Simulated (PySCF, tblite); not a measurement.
# C4H10BNO2: geometry, infrared bands and NMR shifts

Wanted: the infrared bands and NMR shifts of C4H10BNO2 (`OB(O)CNC1CC1`), by calculation.

Programs: tblite 0.8.0 and PySCF 2.14.0, with density-fitted response routines of our own. Each step states its level of theory. These are calculated values for one molecule in the gas phase, unless marked as measured. Atoms count from 0, in the outputs and in this text.

## 1. The molecule as given

18 atoms, charge 0, multiplicity 1; geometry from: force field or distance geometry start.

Bonds of the start (Å): O0–B1 1.46, B1–O2 1.47, B1–C3 1.59, C3–N4 1.45, N4–C5 1.47, C5–C6 1.52, C6–C7 1.51, C7–C5 1.51, O0–H8 0.99, O2–H9 0.99, C3–H10 1.12, C3–H11 1.13, N4–H12 1.04, C5–H13 1.11, C6–H14 1.12, C6–H15 1.12, C7–H16 1.11, C7–H17 1.12.

## 2. Geometry optimisation with GFN2-xTB

What the job is given:

```
{"job": {"kind": "relax", "xc": "GFN2-xTB", "basis": "xTB"}, "charge": 0, "multiplicity": 1}
O      2.502400     1.265700     1.071600
B      2.366700     0.079800     0.228800
O      3.550300    -0.445600    -0.464200
C      0.964700    -0.652100     0.092300
N     -0.021900     0.256900    -0.465000
C     -1.345300    -0.371600    -0.449200
C     -2.159700    -0.015200     0.778300
C     -2.467100     0.638700    -0.551000
H      2.733000     0.920500     1.972000
H      3.524300     0.018000    -1.339700
H      1.079600    -1.560700    -0.546000
H      0.647600    -0.983700     1.120100
H      0.217000     0.411900    -1.469900
H     -1.493500    -1.356800    -0.941100
H     -1.663300     0.662600     1.513800
H     -2.886400    -0.802500     1.098700
H     -2.165900     1.703600    -0.617300
H     -3.391400     0.236900    -1.044100
```

Launch:

```console
$ OMP_NUM_THREADS=1 python probes_run.py task.json out
```

One launch serves the whole session: the jobs run in the order shown.

**Question.** This job is followed by: GFN2-xTB harmonic vibrations, gas phase; GIAO PBE0/pcSseg-1 NMR shielding, non-relativistic, gas phase. Predict these results of the whole session: strongest single infrared mode (GFN2-xTB); zero-point energy (GFN2-xTB); 13C shifts against TMS (PBE0/pcSseg-1, means over atoms taken as alike); 1H shifts against TMS (PBE0/pcSseg-1, means over atoms taken as alike); 17O shifts against H2O (PBE0/pcSseg-1, means over atoms taken as alike); 11B shifts against BF3·OEt2 (PBE0/pcSseg-1); 15N shifts against NH3 (PBE0/pcSseg-1).

The runs gave:

| quantity | value |
| --- | --- |
| strongest single infrared mode (GFN2-xTB) | 1226 cm⁻¹, 520 km/mol |
| zero-point energy (GFN2-xTB) | 92.1 kcal/mol |
| 13C shifts against TMS (PBE0/pcSseg-1, means over atoms taken as alike) | 41.6, 36.0, 9.1 ppm |
| 1H shifts against TMS (PBE0/pcSseg-1, means over atoms taken as alike) | 4.72, 2.27, 2.13, 0.83, 0.46, 0.39 ppm |
| 17O shifts against H2O (PBE0/pcSseg-1, means over atoms taken as alike) | 130.0 ppm |
| 11B shifts against BF3·OEt2 (PBE0/pcSseg-1) | 29.2 ppm |
| 15N shifts against NH3 (PBE0/pcSseg-1) | 63.6 ppm |

**Reading.** The optimisation took 143 steps and gained 1.689 eV; among the close pairs (by a distance rule), B1–O2 changed most, from 1.469 to 1.351 Å. No mode is imaginary among the 48: a minimum at this level. The strongest single mode, at 1226 cm⁻¹, moves mainly B1. Unscaled tight-binding wavenumbers are off by several per cent, some by more. Its intensities can rank the bands wrongly. At PBE0/pcSseg-1: The largest span, 225 ppm, is at O0, O2, where the paramagnetic term is -179 ppm.
